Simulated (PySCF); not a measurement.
# C8H16 (trans-1,2-dimethylcyclohexane): the cost of one run

The runs use PySCF 2.14.0, with density-fitted response routines of our own; the level of theory stands in each step. All values are computed, except where a source is named. Atoms count from 0, in the outputs and in this text.

## (1) The molecule as given

24 atoms, charge 0, multiplicity 1; geometry from: GFN2-xTB.

Bonds of the start (Å): C0–C1 1.53, C1–C2 1.53, C2–C3 1.52, C3–C4 1.52, C4–C5 1.52, C5–C6 1.53, C6–C7 1.53, C6–C1 1.54, C0–H8 1.09, C0–H9 1.09, C0–H10 1.09, C1–H11 1.10, C2–H12 1.09, C2–H13 1.09, C3–H14 1.09, C3–H15 1.09, C4–H16 1.09, C4–H17 1.09, C5–H18 1.09, C5–H19 1.09, C6–H20 1.10, C7–H21 1.09, C7–H22 1.09, C7–H23 1.09.

## (2) Relaxing the molecule at PBE0-D3(BJ)/def2-SVP

Job settings and geometry (Å):

```
{"job": {"xc": "PBE0", "basis": "def2-SVP", "d3": "d3bj", "grid": 1, "kind": "geom"}, "charge": 0, "multiplicity": 1}
C      2.187381    -0.706844     0.382959
C      0.688353    -0.426827     0.473062
C     -0.092209    -1.623018    -0.079438
C     -1.597542    -1.406560     0.024177
C     -1.997552    -0.140273    -0.723424
C     -1.227267     1.056267    -0.176882
C      0.286462     0.849206    -0.282791
C      1.012105     2.087747     0.240624
H      2.413172    -1.676418     0.822335
H      2.508701    -0.720447    -0.656561
H      2.763768     0.044621     0.914853
H      0.420708    -0.299968     1.528646
H      0.188182    -2.524809     0.469982
H      0.180668    -1.774570    -1.126639
H     -1.878458    -1.310778     1.075794
H     -2.127530    -2.268881    -0.386720
H     -3.071615     0.031972    -0.623319
H     -1.775498    -0.262265    -1.786413
H     -1.509997     1.957832    -0.725207
H     -1.493557     1.208055     0.872131
H      0.544537     0.716807    -1.340378
H      2.078987     2.035840     0.042836
H      0.623987     2.980602    -0.245571
H      0.862479     2.192472     1.313501
```

On the command line:

```bash
OMP_NUM_THREADS=1 python probes_run.py task.json out
```

The driver reads the jobs from task.json and runs them one after another.

**Question.** How long does this first job take on 1 thread of Intel Xeon Platinum 8375C at 2.90GHz, shared host, and how much memory does it need?

About 95 s, with a peak of 0.9 GiB.
